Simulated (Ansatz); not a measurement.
Hf2Pd2Se2Br2O3 under changes of volume

One of the cells (20.365 Å³/atom); the others are scaled copies at fixed shape and fractional positions:

```
Hf Pd Se Br O
1.0
     5.76070    0.00000    0.00000
    -0.52247    5.84720    0.00000
    -1.48845   -0.88663    6.65037
Hf Pd Se Br O
2 2 2 2 3
Direct
  0.74540 0.39602 0.34989
  0.28763 0.45322 0.59401
  0.90854 0.13294 0.84849
  0.25249 0.90323 0.35874
  0.63469 0.40355 0.93716
  0.62597 0.78174 0.53023
  0.85273 0.99089 0.15355
  0.22526 0.82084 0.86223
  0.96040 0.28925 0.59026
  0.43233 0.24524 0.40864
  0.07457 0.58308 0.36682
```

The cell was built by a generator and needn't be a form met in nature.

```yaml
Program: Ansatz 0.2.0
Functional: PBE
Potentials_or_basis: Ansatz PAW
Cutoff: "420 eV (not typed: the program's choice for these potentials)"
k_mesh: 5 × 5 × 4
Occupations: fermi-dirac, width 0.05 eV
Spin: no spin polarisation
```

```csv
volume (Å³/atom),energy over the lowest point (meV/atom),pressure (GPa),gap on the mesh (eV),largest force (eV/Å)
19.143,25.57,7.1,0.24,0.979
19.550,10.92,4.5,0.24,0.627
19.957,2.62,2.1,0.23,0.300
20.365,0.00,0.0,0.22,0.008
20.772,?,?,?,?
21.179,9.44,-3.6,0.21,0.555
21.586,20.51,-5.1,0.20,0.802
```

What does the run at 20.772 Å³/atom give?

Energy over the lowest point 2.45 meV/atom; pressure -1.9 GPa; gap on the mesh 0.21 eV; largest force 0.290 eV/Å.

Worked out: A Birch-Murnaghan fit of order 3 (a polynomial in V^(-2/3)) to the other rows has its minimum at 20.36 Å³/atom with B0 = V·E''(V) = 100 GPa and B' = 4.6 at fixed shape and positions, which overstates the stiffness. It gives 2.45 meV/atom at 20.772 Å³/atom, against the run's 2.45, and -dE/dV = -1.9 GPa, against -1.9. A straight line through the other rows of the gap, of slope -0.348 eV per unit of ln V, gives 0.21 eV, against the run's 0.21.

Energies are extrapolated to zero smearing.

Caveats: odd divisions of the mesh miss points on the zone boundary, where band edges often lie, so the gap on the mesh can be too wide; spin-orbit coupling is left out, which moves the levels of the heavy elements.

A mesh can miss the band edges.
